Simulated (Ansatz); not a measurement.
**GeH: rigid scan of one bond length**

Program: Ansatz 0.2.0, driven from Python. Level of theory: CCSD(T)/def2-SVP. These are calculated values, not measurements.

### Step 1. The structure

Bond lengths: Ge1–H2 1.480 Å.

The script holds or builds the structure itself.

### Step 2. Script

geh_scan.py reads:

```python
"""Potential curve of GeH along one bond."""

import ansatz as az
from ase.data import atomic_masses, atomic_numbers
import numpy as np

BASIS = "def2-SVP"
METHOD = "CCSD(T)"

geometry_ang = [
    ("Ge", (0.0, 0.0, 0.0)),
    ("H", (0.0, 0.0, 1.48)),
]
geometry = az.Crystal.molecule()
for symbol, xyz in geometry_ang:
    geometry = geometry.atom(symbol, xyz)

symbols = [site.symbol for site in geometry.cartesian_sites]
start = np.array([site.position_ang for site in geometry.cartesian_sites])
axis = (start[1] - start[0]) / np.linalg.norm(start[1] - start[0])
moving = [1]
lengths, energies = [1.302, 1.362, 1.421, 1.48, 1.539, 1.598, 1.658, 1.746], []
for length in lengths:
    xyz = start.copy()
    xyz[moving] += (length - np.linalg.norm(start[1] - start[0])) * axis
    point = az.Crystal.molecule()
    for symbol, place in zip(symbols, xyz):
        point = point.atom(symbol, place.tolist())
    setup = (
        point.calculation()
        .basis(gaussian=BASIS)
        .correlation(METHOD)
        .spin("collinear", total=1)
        .scf(lower_state_search="standard")
    )
    summary = setup.run().report
    energies.append(summary["free_energy_ev"])
    print(f"r = {length:6.3f} A  E = {energies[-1]:.5f} eV  <S^2> = {abs(summary['mean_field']['state']['spin_squared']):.3f}")

# quartic fit about the minimum
fit = np.polynomial.Polynomial.fit(lengths, np.array(energies) - min(energies), 4).convert()
roots = [r.real for r in fit.deriv().roots() if abs(r.imag) < 1e-9 and fit.deriv(2)(r.real) > 0]
r_e = min(roots, key=lambda r: abs(r - lengths[int(np.argmin(energies))]))
print(f"minimum of the fit at {r_e:.4f} A, force constant {fit.deriv(2)(r_e):.2f} eV/A^2")
m1, m2 = (atomic_masses[atomic_numbers[s]] for s in symbols)
mu = m1 * m2 / (m1 + m2)
print(f"harmonic wavenumber {521.4709 * np.sqrt(fit.deriv(2)(r_e) / mu):.0f} 1/cm, rotational constant {16.857629 / (mu * r_e ** 2):.4f} 1/cm")
```

### Step 3. What the engine is handed

The package turns the script's settings into the engine's input (first run):

```yaml
crystal:
  periodic: [false, false, false]
  atoms:
    - { symbol: Ge, position_ang: [0.0, 0.0, 0.0] }
    - { symbol: H, position_ang: [0.0, 0.0, 1.302] }
basis:
  gaussian:
    orbitals: def2-SVP
magnetization:
  spin_polarized: true
  initial_magnetization: 1.0
correlation:
  method: ccsd_t
scf:
  lower_state_search: standard
```

### Step 4. The run

The run is started by

```console
$ python geh_scan.py
```

What time and memory should one allow on 1 thread of Intel Xeon Platinum 8375C at 2.90GHz (Ice Lake), shared host?

About 25 s, with a peak of 0.19 GiB.
